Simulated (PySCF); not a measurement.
**[Eu(H2O)5]3+: other functionals and bases at one geometry**

An exercise on one series of results from a longer session: the logs are not shown, and one member is left open.

The runs use PySCF 2.14.0; several levels, as the steps say, no spin–orbit coupling.

4 further runs of the same task are left out: 2 for a known fault of the program, 2 that didn't finish.

## The system as given

16 atoms, charge 3, spin multiplicity 1.

Bond lengths: Eu1–O2 2.368 Å, Eu1–O5 2.368 Å, Eu1–O8 2.336 Å, Eu1–O11 2.366 Å, Eu1–O14 2.366 Å, O2–H3 0.979 Å, O2–H4 0.979 Å, O5–H6 0.979 Å, O5–H7 0.979 Å, O8–H9 0.981 Å, O8–H10 0.981 Å, O11–H12 0.980 Å, O11–H13 0.980 Å, O14–H15 0.980 Å, O14–H16 0.980 Å. Angles: O2–Eu1–O5 157.7°, O2–Eu1–O8 101.2°, O2–Eu1–O11 86.0°, O2–Eu1–O14 86.4°, O5–Eu1–O8 101.2°, O5–Eu1–O11 86.4°, O5–Eu1–O14 86.0°, O8–Eu1–O11 110.1°, O8–Eu1–O14 110.1°, O11–Eu1–O14 139.8°, Eu1–O2–H3 128.1°, Eu1–O2–H4 128.3°, H3–O2–H4 103.6°, Eu1–O5–H6 128.1°, Eu1–O5–H7 128.3°, H6–O5–H7 103.6°, Eu1–O8–H9 128.1°, Eu1–O8–H10 128.1° and more.

As a file:

```xyz
16

Eu   -0.02208    0.00000    0.00000
O    -0.48086    0.04584    2.32307
H    -0.61571    0.82797    2.89640
H    -0.59746   -0.71083    2.93343
O    -0.48086   -0.04584   -2.32307
H    -0.61571   -0.82797   -2.89640
H    -0.59746    0.71083   -2.93343
O     2.31421    0.00000    0.00000
H     2.91998   -0.01461   -0.77147
H     2.91998    0.01461    0.77147
O    -0.83529    2.22142   -0.03596
H    -0.32023    3.05533   -0.04172
H    -1.76698    2.52565   -0.05221
O    -0.83529   -2.22142    0.03596
H    -1.76698   -2.52565    0.05221
H    -0.32023   -3.05533    0.04172
```

Formal oxidation states: Eu +3. Each metal's 6 4f electrons lie in its core potential, so multiplicities, spins and levels count the valence alone. An earlier session relaxed this geometry at PBE0, Eu lcecp-1-SVP with ECP52, O def2-SVP, H def2-SVP (singlet, point group C2v).

At PBE0 on the finer grid: E = -415.879030 Eh, HOMO -23.21 eV, LUMO -13.95 eV, Mulliken charge on Eu1 +1.58 e, largest force component 0.014 eV/Å. 

Levels to run: B3LYP; TPSSh; TPSS; BLYP; PBE0, TZVP. Hardware: 4 threads of Arm Neoverse N1, shared host.

The first run:

File run.py (the lines that set the calculation):

```python
mol = gto.M(atom='''
Eu    -0.02208     0.00000     0.00000
O     -0.48086     0.04584     2.32307
H     -0.61571     0.82797     2.89640
H     -0.59746    -0.71083     2.93343
O     -0.48086    -0.04584    -2.32307
H     -0.61571    -0.82797    -2.89640
H     -0.59746     0.71083    -2.93343
O      2.31421     0.00000     0.00000
H      2.91998    -0.01461    -0.77147
H      2.91998     0.01461     0.77147
O     -0.83529     2.22142    -0.03596
H     -0.32023     3.05533    -0.04172
H     -1.76698     2.52565    -0.05221
O     -0.83529    -2.22142     0.03596
H     -1.76698    -2.52565     0.05221
H     -0.32023    -3.05533     0.04172''',
    basis={'Eu': 'lcecp-1-SVP', 'O': 'def2-SVP', 'H': 'def2-SVP'},
    ecp={'Eu': 'lcecp-1-SVP'},
    charge=3, spin=0)
mf = dft.RKS(mol, xc='B3LYP')
mf.grids.atom_grid = (75, 302)  # f atoms: unpruned, at least (60, 302)
mf = mf.density_fit()  # fitting sets: Eu AutoAux, O def2-universal-JKFIT, H def2-universal-JKFIT
mf.conv_tol = 1e-08; mf.max_cycle = 55
mf.kernel(dm0)  # dm0: the density of the relaxed state
```

The run is started by

```console
$ OMP_NUM_THREADS=4 python run.py
```

Steps of the session up to this table: B3LYP; TPSSh; TPSS; BLYP; PBE0, TZVP.

One table of the session follows, with a row left open; its other results are not shown here.

| level | HOMO (eV) | gap (eV) | charge on Eu1 (e) | largest force component (eV/Å) |
| --- | --- | --- | --- | --- |
| PBE0 (relaxed here) | -23.21 | 9.26 | 1.58 | 0.01 |
| B3LYP | -22.88 | 8.70 | 1.51 | 0.15 |
| TPSSh | -22.16 | 7.86 | 1.55 | 0.23 |
| TPSS | ? | ? | ? | ? |
| BLYP | -21.19 | 6.45 | 1.35 | 0.55 |
| PBE0, TZVP | -23.23 | 9.31 | 2.04 | 0.34 |

**Question.** Estimate the row for TPSS.

The run gave: HOMO (eV): -21.41; gap (eV): 6.76; charge on Eu1 (e): 1.47; largest force component (eV/Å): 0.42. In the column «HOMO (eV)» it lies between TPSSh (-22.16) and BLYP (-21.19).

In one basis the HOMO–LUMO gap runs from 6.45 eV (BLYP) to 9.26 eV (PBE0). The largest leftover force, 0.55 eV/Å with BLYP, stands at a geometry relaxed at another level. With 4f in the core, its levels are missing from HOMO and gap, and its count is fixed, so no charge can pass from the ligands into it. Total energies of different levels can't be compared.
